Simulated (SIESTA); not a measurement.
# NbRh under changes of volume

One of the cells (15.554 Å³/atom); the others are scaled copies at fixed shape and fractional positions:

```
CELL_PARAMETERS angstrom
4.53987 0.00000 0.00000
0.00000 2.83163 0.00000
0.00000 0.00000 4.83984
ATOMIC_POSITIONS crystal
Rh 0.75000 0.50000 0.32800
Rh 0.25000 0.50000 0.67200
Nb 0.75000 0.00000 0.81800
Nb 0.25000 0.00000 0.18200
```

| Item | Value |
| --- | --- |
| Program | SIESTA 5.4.2 |
| Functional | PBEsol |
| Potentials or basis | PseudoDojo 0.4 standard (PBEsol files) |
| Basis | DZP (energy shift 0.003 Ry; two zetas on semicore shells) |
| Grid cutoff | 800 Ry |
| Energy shift | 0.003 Ry |
| k mesh | 6 × 9 × 6 |
| Occupations | fermi-dirac, width 0.05 eV |
| Spin | no spin polarisation |

| volume (Å³/atom) | energy over the lowest point (meV/atom) | pressure (GPa) | largest force (eV/Å) |
| --- | --- | --- | --- |
| 14.334 | 82.88 | 23.8 | 0.757 |
| 14.639 | 44.47 | 16.8 | 0.732 |
| 14.944 | 18.79 | 10.5 | 0.702 |
| 15.554 | 0.00 | -0.2 | 0.658 |
| 15.859 | 4.89 | -4.8 | 0.640 |
| 16.164 | ? | ? | ? |

Q: What does the run at 16.164 Å³/atom give?

A: Energy over the lowest point 18.11 meV/atom; pressure -8.9 GPa; largest force 0.609 eV/Å.

Worked out: A Birch-Murnaghan fit of order 3 (a polynomial in V^(-2/3)) to the other rows has its minimum at 15.54 Å³/atom with B0 = V·E''(V) = 246 GPa and B' = 4.4 at fixed shape and positions, which overstates the stiffness. It gives 17.96 meV/atom at 16.164 Å³/atom, against the run's 18.11, and -dE/dV = -8.9 GPa, against -8.9.

Energies are extrapolated to zero smearing.

Caveats: the basis of atomic orbitals isn't converged, which shifts pressures, moduli and gaps.
